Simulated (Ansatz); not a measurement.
# SnPb2O3: the cost of one run

Program: Ansatz 0.2.0. Level of theory: DFT PBE, scalar-relativistic, plane waves, PAW. These are calculated values, not measurements.

1 further run of the same task is left out (set aside as unsound or not needed). Runs told in other sessions of the task aren't counted.

## Step 1: The structure to begin with

It takes space group P-3m1 (No. 164, trigonal). The conventional cell has a = 3.689 Å, b = 3.689 Å, c = 9.023 Å, α = 90.00°, β = 90.00°, γ = 120.00°. Around Sn (site symmetry -3m) lie 6 O at 2.56 Å. Pb (site symmetry 3m) is surrounded by 6 O at 2.62 to 2.64 Å. Around O (site symmetry 3m) lie 3 Sn at 2.56 Å and 3 Pb at 2.64 Å. O (site symmetry -3m) has 6 Pb at 2.62 Å in its first shell of neighbours.

Coordinates:

```cif
data_structure
_symmetry_space_group_name_H-M 'P-3m1'
_symmetry_Int_Tables_number 164
_cell_length_a 3.6886
_cell_length_b 3.6886
_cell_length_c 9.0233
_cell_angle_alpha 90.000
_cell_angle_beta 90.000
_cell_angle_gamma 120.000
_cell_volume 106.32
loop_
_atom_site_label
_atom_site_type_symbol
_atom_site_symmetry_multiplicity
_atom_site_Wyckoff_symbol
_atom_site_fract_x
_atom_site_fract_y
_atom_site_fract_z
_atom_site_occupancy
Sn1 Sn 1 a 0.00000 0.00000 0.00000 1
Pb1 Pb 2 d 0.33333 0.66667 0.33065 1
O1 O 2 d 0.33333 0.66667 0.84230 1
O2 O 1 b 0.00000 0.00000 0.50000 1
```

The cell was relaxed beforehand at this level, from a database cell with other species swapped in; it needn't be the stable form of this composition. At a tolerance of 0.02 Å it has space group P-3m1 (No. 164); it has 17.72 Å³/atom, an uncorrected energy of -0.87 eV/atom over the elements.

## Step 2: Electronic structure at the relaxed geometry

File input.yaml:

```yaml
crystal:
  lattice:
    - [3.6885833331, 0.0, 0.0]
    - [-1.8442916666, 3.1944068704, 0.0]
    - [0.0, 0.0, 9.0233399635]
  atoms:
    - { symbol: Sn, position: [0.0, 0.0, 0.0] }
    - { symbol: Pb, position: [0.3333333333, 0.6666666667, 0.3306456793] }
    - { symbol: Pb, position: [0.6666666667, 0.3333333333, 0.6693543207] }
    - { symbol: O, position: [0.3333333333, 0.6666666667, 0.8423010633] }
    - { symbol: O, position: [0.6666666667, 0.3333333333, 0.1576989367] }
    - { symbol: O, position: [0.0, 0.0, 0.5] }
basis:
  ecutwfc: 420
kpoints:
  mp_grid: { grid: [12, 12, 4] }
  band_path:
    path:
      - [[0.0, 0.0, 0.0], [0.5, 0.0, 0.0], [0.33333333, 0.33333333, 0.0], [0.0, 0.0, 0.0], [0.0, 0.0, 0.5], [0.5, 0.0, 0.5], [0.33333333, 0.33333333, 0.5], [0.0, 0.0, 0.5]]
      - [[0.5, 0.0, 0.5], [0.5, 0.0, 0.0]]
      - [[0.33333333, 0.33333333, 0.5], [0.33333333, 0.33333333, 0.0]]
    npoints: 14
hamiltonian:
  xc: pbe
scf:
  occupations: { method: gaussian, width: 0.02 }
  n_extra_bands: 15
output:
  forces: true
  stress: true
  eigenvalues: true
  populations: true
  dos: { projected: true, de: 0.02, nscf_kmesh: { grid: [15, 15, 5] } }
  bader: true
  write_density: true
  write_potential: true
  elf: true
  volumetric_format: npy
```

Started as:

```
$ ansatz run input.yaml --threads 1 --pin off --max-ram 2560MiB --backend cpu --events-out ev --progress --plain --runs-dir out
```

What time and memory should one allow on 1 thread of Intel Xeon at 2.50GHz (Skylake/Cascade Lake), shared host?

About 2.7 min, with a peak of 0.67 GiB.
